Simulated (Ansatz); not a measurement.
What does this script print? It uses the Python package of Ansatz (0.2.0).

The script reads `hfges.yaml`:
```yaml
crystal:
  lattice:
    - [3.61, 0.0, 0.0]
    - [0.0, 3.61, 0.0]
    - [0.0, 0.0, 7.94]
  atoms:
    - { symbol: Hf, position: [0.0, 0.5, 0.275] }
    - { symbol: Hf, position: [0.5, 0.0, 0.725] }
    - { symbol: Ge, position: [0.0, 0.0, 0.0] }
    - { symbol: Ge, position: [0.5, 0.5, 0.0] }
    - { symbol: S, position: [0.0, 0.5, 0.617] }
    - { symbol: S, position: [0.5, 0.0, 0.383] }
kpoints:
  mp_grid: { grid: [7, 7, 3] }
hamiltonian:
  xc: lda
scf:
  occupations: { method: fermi_dirac, width: 0.15 }
output:
  stress: true
  eigenvalues: true
```

The script, `hfges.py`:
```python
# -*- coding: utf-8 -*-
"""Run a YAML input for HfGeS from Python."""

import json
import warnings

import ansatz as az
import numpy as np


def main():
    warnings.simplefilter("ignore", az.DeckWarning)

    done = az.Session.from_deck("hfges.yaml").plan().execute()
    summary = done.report

    for key in ("converged", "n_iterations", "n_electrons", "n_kpoints", "n_pw", "n_symmetry_ops", "free_energy_ev", "fermi_energy_ev"):
        print(f"{key:18s} {summary[key]}")

    # pressure is a third of the trace
    print("pressure by term (GPa)")
    for term, tensor in summary["stress_terms_gpa"].items():
        if np.any(tensor):
            print(f"  {term:28s} {np.trace(np.array(tensor)) / 3:12.3f}")
    print(f"  {'total':28s} {np.trace(np.array(summary['stress_gpa'])) / 3:12.3f}")

    keep = ["free_energy_ev", "energy_sigma0_ev", "fermi_energy_ev", "n_iterations", "converged", "magnetization_mub", "n_kpoints"]
    with open("hfges.json", "w") as handle:
        json.dump({key: summary[key] for key in keep}, handle, indent=1)


if __name__ == "__main__":
    main()
```

```console
$ python hfges.py
converged          True
n_iterations       9
n_electrons        92.0
n_kpoints          20
n_pw               2003
n_symmetry_ops     16
free_energy_ev     -41131.34884460163
fermi_energy_ev    16.149567615330355
pressure by term (GPa)
  kinetic                          1331.124
  hartree                          3879.069
  ewald                           -6586.003
  local_pseudopotential            1739.040
  nonlocal_pseudopotential         -241.094
  augmentation                      245.272
  nlcc                             -524.303
  xc                                151.194
  augmentation_tail                  -0.016
  scf_correction                      0.001
  pulay_correction                    0.030
  total                              -5.686
```

`hfges.json`, as written:
```json
{
 "free_energy_ev": -41131.34884460163,
 "energy_sigma0_ev": -41131.30042010065,
 "fermi_energy_ev": 16.149567615330355,
 "n_iterations": 9,
 "converged": true,
 "magnetization_mub": 0.0,
 "n_kpoints": 20
}
```

Total energies depend on the potentials; only differences at equal settings carry meaning. A total without «per atom» is that of the cell as typed. The run is spin-unpolarised. For a metal this k-point mesh is coarse: on a finer one energies can move by several to tens of meV an atom and pressures by half a GPa or more, differences at one mesh by less. The zero of the levels is a convention of the potentials, so an absolute Fermi energy is no work function. Pressure is positive in compression. Spin-orbit coupling, which matters for elements this heavy, is left out. At these settings the cell as given stands under about -6 GPa, so it isn't at this functional's equilibrium volume. The structure is a deposited one; some such entries were measured under pressure or heat, so a shift against it needn't be the functional's error alone. Run time: 9.3 s on 1 thread of Arm Neoverse V1 (shared host), peak memory 0.48 GiB.

(A comment or docstring line of the script was reworded after the run, the code is as it ran; lines on the test bed's own set-up are left out of the output.)
